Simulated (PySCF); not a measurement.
# [Bi(SH)2]+: other spin states, a change of charge and excitations

Aim: at the relaxed geometry of [Bi(SH)2]+, try other spin states, a change of charge and excitations. The species was built from a template and needn't be a known compound.

Computed with PySCF 2.14.0. Level: r2SCAN, Bi def2-SVP with ECP60, S def2-SVP, H def2-SVP; scalar-relativistic core potentials, no spin–orbit coupling.

4 further runs of the same task are left out: 2 for a known fault of the program, 1 that didn't finish, 1 set aside as unsound or not needed.

### 1 Starting geometry

5 atoms, charge 1, spin multiplicity 1.

Bond lengths: Bi1–S2 2.472 Å, Bi1–S4 2.475 Å, S2–H3 1.359 Å, S4–H5 1.359 Å. Angles: S2–Bi1–S4 96.0°, Bi1–S2–H3 96.7°, Bi1–S4–H5 94.4°.

Coordinates:

```
Bi    0.00000   -1.39319    0.36323
S     0.00000    0.14060    2.30189
H     0.00000    1.29745    1.58900
S     0.00000    0.37763   -1.36652
H     0.00000   -0.49481   -2.40879
```

Formal oxidation states: Bi +3. An earlier session relaxed this geometry at r2SCAN, Bi def2-SVP with ECP60, S def2-SVP, H def2-SVP (singlet, point group Cs).

Its energy there is -1011.794216 Eh.

### 2 Multiplicity 3 at the relaxed geometry

run.py (the lines that set the calculation)

```python
mol = gto.M(atom='''
Bi     0.00000    -1.39319     0.36323
S      0.00000     0.14060     2.30189
H      0.00000     1.29745     1.58900
S      0.00000     0.37763    -1.36652
H      0.00000    -0.49481    -2.40879''',
    basis={'Bi': 'def2-SVP', 'S': 'def2-SVP', 'H': 'def2-SVP'},
    ecp={'Bi': 'def2-SVP'},
    charge=1, spin=2)
mf = dft.UKS(mol, xc='R2SCAN')
mf.grids.atom_grid = (50, 194)
mf = mf.density_fit()  # fitting sets: Bi def2-universal-JKFIT, S def2-universal-JKFIT, H def2-universal-JKFIT
mf.conv_tol = 1e-08; mf.max_cycle = 55
mf.kernel(dm0)  # dm0: free metal ions and neutral atoms
```

Command:

```bash
OMP_NUM_THREADS=2 python run.py
```

Output:

```text
init E= -1037.29119450393
  HOMO = -0.268752476583  LUMO = -0.265190233875  gap/eV = 0.09693
cycle= 1 E= -1006.78476345233  delta_E= 30.5  |g|= 2.69  |ddm|= 4.65
  HOMO = -0.238214427596  LUMO = -0.216964004584  gap/eV = 0.57825
cycle= 2 E= -957.538450217776  delta_E= 49.2  |g|= 8.62  |ddm|= 12.7
cycle= 3 E= -1008.71439382773  delta_E= -51.2  |g|= 1.73  |ddm|= 10.5
cycle= 4 E= -1011.22003041417  delta_E= -2.51  |g|= 0.732  |ddm|= 3.96
cycle= 5 E= -1010.38638407346  delta_E= 0.834  |g|= 1.06  |ddm|= 2.59
cycle= 6 E= -1011.66029452503  delta_E= -1.27  |g|= 0.24  |ddm|= 2.39
cycle= 7 E= -1011.64818510317  delta_E= 0.0121  |g|= 0.283  |ddm|= 0.851
cycle= 8 E= -1011.71009192089  delta_E= -0.0619  |g|= 0.11  |ddm|= 0.289
cycle= 9 E= -1011.72118604443  delta_E= -0.0111  |g|= 0.0284  |ddm|= 0.155
cycle= 10 E= -1011.7218576164  delta_E= -0.000672  |g|= 0.00401  |ddm|= 0.0458
cycle= 11 E= -1011.72187013507  delta_E= -1.25e-05  |g|= 0.00196  |ddm|= 0.00916
cycle= 12 E= -1011.7218736226  delta_E= -3.49e-06  |g|= 0.000769  |ddm|= 0.00328
cycle= 13 E= -1011.7218743181  delta_E= -6.95e-07  |g|= 0.000202  |ddm|= 0.0019
cycle= 14 E= -1011.72187435572  delta_E= -3.76e-08  |g|= 3.13e-05  |ddm|= 0.000499
cycle= 15 E= -1011.72187435655  delta_E= -8.35e-10  |g|= 1.41e-05  |ddm|= 7.17e-05
Extra cycle  E= -1011.72187435467  delta_E= 1.88e-09  |g|= 4.71e-05  |ddm|= 9.43e-05
converged SCF energy = -1011.72187435467  <S^2> = 2.0058471  2S+1 = 3.0038955
```

Run time: 6.8 s. Hardware: 2 threads of Intel Xeon Platinum 8259CL at 2.50GHz (Skylake/Cascade Lake), shared host.

It gives: E = -1011.721874 Eh (+1.969 eV from the relaxed state), HOMO -10.01 eV, LUMO -11.79 eV (over both spins), ⟨S²⟩ = 2.006, Mulliken charge on Bi1 +0.62 e. An empty level of one spin lies below a filled level of the other.

### 3 One electron removed, multiplicity 2

run.py (the lines that set the calculation): that of step 2 with these lines changed.

```diff
@@ -8,3 +8,3 @@
     ecp={'Bi': 'def2-SVP'},
-    charge=1, spin=2)
+    charge=2, spin=1)
 mf = dft.UKS(mol, xc='R2SCAN')
@@ -13,2 +13,2 @@
 mf.conv_tol = 1e-08; mf.max_cycle = 55
-mf.kernel(dm0)  # dm0: free metal ions and neutral atoms
+mf.kernel(dm0)  # dm0: the density of the relaxed state
```

Command:

```bash
OMP_NUM_THREADS=2 python run.py
```

Output:

```text
init E= -1011.79941869957
  HOMO = -0.443876210791  LUMO = -0.438253958014  gap/eV = 0.15299
cycle= 1 E= -1011.22185297028  delta_E= 0.578  |g|= 0.192  |ddm|= 0.727
  HOMO = -0.723224847429  LUMO = -0.70161330468  gap/eV = 0.58808
cycle= 2 E= -1011.16806986862  delta_E= 0.0538  |g|= 0.32  |ddm|= 0.778
  HOMO = -0.694518462203  LUMO = -0.649766223921  gap/eV = 1.21777
cycle= 3 E= -1011.22852948794  delta_E= -0.0605  |g|= 0.163  |ddm|= 0.668
  HOMO = -0.686176825265  LUMO = -0.645065092648  gap/eV = 1.11871
cycle= 4 E= -1011.24339354627  delta_E= -0.0149  |g|= 0.104  |ddm|= 0.397
  HOMO = -0.680906974407  LUMO = -0.642230699168  gap/eV = 1.05244
cycle= 5 E= -1011.25332535771  delta_E= -0.00993  |g|= 0.021  |ddm|= 0.201
  HOMO = -0.680711528998  LUMO = -0.638828558146  gap/eV = 1.13969
cycle= 6 E= -1011.25390539025  delta_E= -0.00058  |g|= 0.00775  |ddm|= 0.0523
  HOMO = -0.680588395967  LUMO = -0.637610115996  gap/eV = 1.16950
cycle= 7 E= -1011.25400282322  delta_E= -9.74e-05  |g|= 0.00356  |ddm|= 0.0248
  HOMO = -0.68069110191  LUMO = -0.636883287547  gap/eV = 1.19207
cycle= 8 E= -1011.25402513439  delta_E= -2.23e-05  |g|= 0.000741  |ddm|= 0.015
  HOMO = -0.680663929713  LUMO = -0.636755771421  gap/eV = 1.19480
cycle= 9 E= -1011.25402577322  delta_E= -6.39e-07  |g|= 0.000245  |ddm|= 0.0024
  HOMO = -0.680649250953  LUMO = -0.636737157152  gap/eV = 1.19491
cycle= 10 E= -1011.25402582843  delta_E= -5.52e-08  |g|= 0.000143  |ddm|= 0.000652
  HOMO = -0.680648365404  LUMO = -0.636739755806  gap/eV = 1.19481
cycle= 11 E= -1011.25402584691  delta_E= -1.85e-08  |g|= 6.76e-05  |ddm|= 0.000232
  HOMO = -0.680650142268  LUMO = -0.636742221217  gap/eV = 1.19480
cycle= 12 E= -1011.25402585128  delta_E= -4.37e-09  |g|= 1.6e-05  |ddm|= 0.00013
  HOMO = -0.680650097417  LUMO = -0.636740450438  gap/eV = 1.19484
Extra cycle  E= -1011.2540258469  delta_E= 4.38e-09  |g|= 6.89e-05  |ddm|= 0.000138
converged SCF energy = -1011.2540258469  <S^2> = 0.83949884  2S+1 = 2.0875812
```

Wall time 5.4 s (2 threads of Intel Xeon Platinum 8259CL at 2.50GHz (Skylake/Cascade Lake), shared host).

It gives: E = -1011.254026 Eh (+14.699 eV from the relaxed state), HOMO -18.52 eV, LUMO -17.33 eV (over both spins), ⟨S²⟩ = 0.839, Mulliken charge on Bi1 +1.13 e. 

### 4 One electron added, multiplicity 2

run.py (the lines that set the calculation): that of step 3 with these lines changed.

```diff
@@ -8,3 +8,3 @@
     ecp={'Bi': 'def2-SVP'},
-    charge=2, spin=1)
+    charge=0, spin=1)
 mf = dft.UKS(mol, xc='R2SCAN')
```

Command:

```bash
OMP_NUM_THREADS=2 python run.py
```

Output:

```text
init E= -1011.79905991055
  HOMO = -0.356987710788  LUMO = -0.352357589845  gap/eV = 0.12599
cycle= 1 E= -1012.03208221985  delta_E= -0.233  |g|= 0.151  |ddm|= 0.99
  HOMO = -0.118818462441  LUMO = -0.0743340659259  gap/eV = 1.21048
cycle= 2 E= -1012.02719846559  delta_E= 0.00488  |g|= 0.19  |ddm|= 0.74
  HOMO = -0.152852041102  LUMO = -0.106841436726  gap/eV = 1.25201
cycle= 3 E= -1012.05224591735  delta_E= -0.025  |g|= 0.0509  |ddm|= 0.375
  HOMO = -0.15824752725  LUMO = -0.109068880305  gap/eV = 1.33822
cycle= 4 E= -1012.05378390391  delta_E= -0.00154  |g|= 0.0194  |ddm|= 0.102
  HOMO = -0.160665753635  LUMO = -0.109957138771  gap/eV = 1.37985
cycle= 5 E= -1012.05408324166  delta_E= -0.000299  |g|= 0.00416  |ddm|= 0.0366
  HOMO = -0.160951578096  LUMO = -0.109656458057  gap/eV = 1.39581
cycle= 6 E= -1012.05409630562  delta_E= -1.31e-05  |g|= 0.00107  |ddm|= 0.00707
  HOMO = -0.160940842988  LUMO = -0.109422878056  gap/eV = 1.40188
cycle= 7 E= -1012.05409717007  delta_E= -8.64e-07  |g|= 0.000739  |ddm|= 0.00293
  HOMO = -0.160941743925  LUMO = -0.109386238384  gap/eV = 1.40290
cycle= 8 E= -1012.05409758254  delta_E= -4.12e-07  |g|= 0.000281  |ddm|= 0.00151
  HOMO = -0.16094633451  LUMO = -0.109374759825  gap/eV = 1.40333
cycle= 9 E= -1012.05409766774  delta_E= -8.52e-08  |g|= 0.000115  |ddm|= 0.000759
  HOMO = -0.160947644584  LUMO = -0.109373360234  gap/eV = 1.40341
cycle= 10 E= -1012.05409768374  delta_E= -1.6e-08  |g|= 3.2e-05  |ddm|= 0.000336
  HOMO = -0.160946882976  LUMO = -0.109374459903  gap/eV = 1.40336
cycle= 11 E= -1012.05409768479  delta_E= -1.05e-09  |g|= 1.04e-05  |ddm|= 7.74e-05
  HOMO = -0.160946870175  LUMO = -0.109374891089  gap/eV = 1.40335
Extra cycle  E= -1012.0540976848  delta_E= -5.91e-12  |g|= 1.05e-05  |ddm|= 2.98e-05
converged SCF energy = -1012.0540976848  <S^2> = 0.75324464  2S+1 = 2.003242
```

Wall time 5 s (2 threads of Intel Xeon Platinum 8259CL at 2.50GHz (Skylake/Cascade Lake), shared host).

Read off: E = -1012.054098 Eh (-7.072 eV from the relaxed state), HOMO -4.38 eV, LUMO -2.98 eV (over both spins), ⟨S²⟩ = 0.753, Mulliken charge on Bi1 +0.39 e. 

### 5 Singlet excitations, Tamm-Dancoff PBE0

run.py (the lines that set the calculation): that of step 4 with these lines changed.

```diff
@@ -8,4 +8,4 @@
     ecp={'Bi': 'def2-SVP'},
-    charge=0, spin=1)
-mf = dft.UKS(mol, xc='R2SCAN')
+    charge=1, spin=0)
+mf = dft.RKS(mol, xc='PBE0')
 mf.grids.atom_grid = (50, 194)
```

Command:

```bash
OMP_NUM_THREADS=2 python run.py
```

Output:

```text
init E= -1011.46200243056
  HOMO = -0.471491662634871  LUMO = -0.331960550202439  gap/eV = 3.79683
cycle= 1 E= -1011.46283309446  delta_E= -0.000831  |g|= 0.0277  |ddm|= 0.141
  HOMO = -0.464969014168121  LUMO = -0.334910895008782  gap/eV = 3.53906
cycle= 2 E= -1011.46184963001  delta_E= 0.000983  |g|= 0.0572  |ddm|= 0.123
  HOMO = -0.469183477762038  LUMO = -0.332951907991841  gap/eV = 3.70705
cycle= 3 E= -1011.46315692911  delta_E= -0.00131  |g|= 0.00176  |ddm|= 0.0825
  HOMO = -0.469496791133788  LUMO = -0.33317259174931  gap/eV = 3.70957
cycle= 4 E= -1011.46315796452  delta_E= -1.04e-06  |g|= 0.000709  |ddm|= 0.00397
  HOMO = -0.469405697820758  LUMO = -0.333079437124987  gap/eV = 3.70963
cycle= 5 E= -1011.46315814178  delta_E= -1.77e-07  |g|= 0.000335  |ddm|= 0.0016
  HOMO = -0.469399687908866  LUMO = -0.333086672753907  gap/eV = 3.70927
cycle= 6 E= -1011.46315817791  delta_E= -3.61e-08  |g|= 0.000166  |ddm|= 0.000663
  HOMO = -0.469400569107536  LUMO = -0.333094128245094  gap/eV = 3.70909
cycle= 7 E= -1011.46315818952  delta_E= -1.16e-08  |g|= 2.78e-05  |ddm|= 0.000292
  HOMO = -0.469399830292612  LUMO = -0.333094791984188  gap/eV = 3.70905
cycle= 8 E= -1011.46315818986  delta_E= -3.35e-10  |g|= 4.9e-06  |ddm|= 5.26e-05
  HOMO = -0.469400222460657  LUMO = -0.333094227987267  gap/eV = 3.70908
Extra cycle  E= -1011.46315818985  delta_E= 1.07e-11  |g|= 7.13e-06  |ddm|= 1.65e-05
converged SCF energy = -1011.46315818985
```

It took 13 s on 2 threads of Intel Xeon Platinum 8259CL at 2.50GHz (Skylake/Cascade Lake), shared host.

Read off: E = -1011.463158 Eh, HOMO -12.77 eV, LUMO -9.06 eV, Mulliken charge on Bi1 +0.88 e. 

Singlet excitations:

```
state  energy (eV)  oscillator strength
    1         3.40               0.0859
    2         3.55               0.0035
    3         4.09               0.0005
    4         4.20               0.0252
    5         4.66               0.0018
    6         4.81               0.0025
    7         5.65               0.0004
    8         5.85               0.0011
```

### 6 Results

| state | energy from the relaxed state (eV) | ⟨S²⟩ | time |
| --- | --- | --- | --- |
| charge +1, singlet, vacuum (relaxed) | 0 | 0.00 |  |
| charge 0, doublet, vacuum | -7.07 | 0.75 | 5 s |
| charge +1, triplet, vacuum | 1.97 | 2.01 | 6.8 s |
| charge +2, doublet, vacuum | 14.70 | 0.84 | 5.4 s |

An electron taken off or put on is at rest in vacuum. 

In the excitation run (PBE0), the lowest singlet lies at 3.40 eV (gaps between orbitals at other levels can't be set against it), and the brightest of the eight at 3.40 eV (f = 0.086); spin–orbit coupling would mix in triplets. Removing an electron vertically costs 14.70 eV (doublet), against −HOMO = 12.01 eV. Adding an electron vertically releases 7.07 eV (doublet). The triplet lies 1.97 eV above at this geometry. These are double-zeta-type bases without diffuse functions. Spin–orbit coupling is left out.
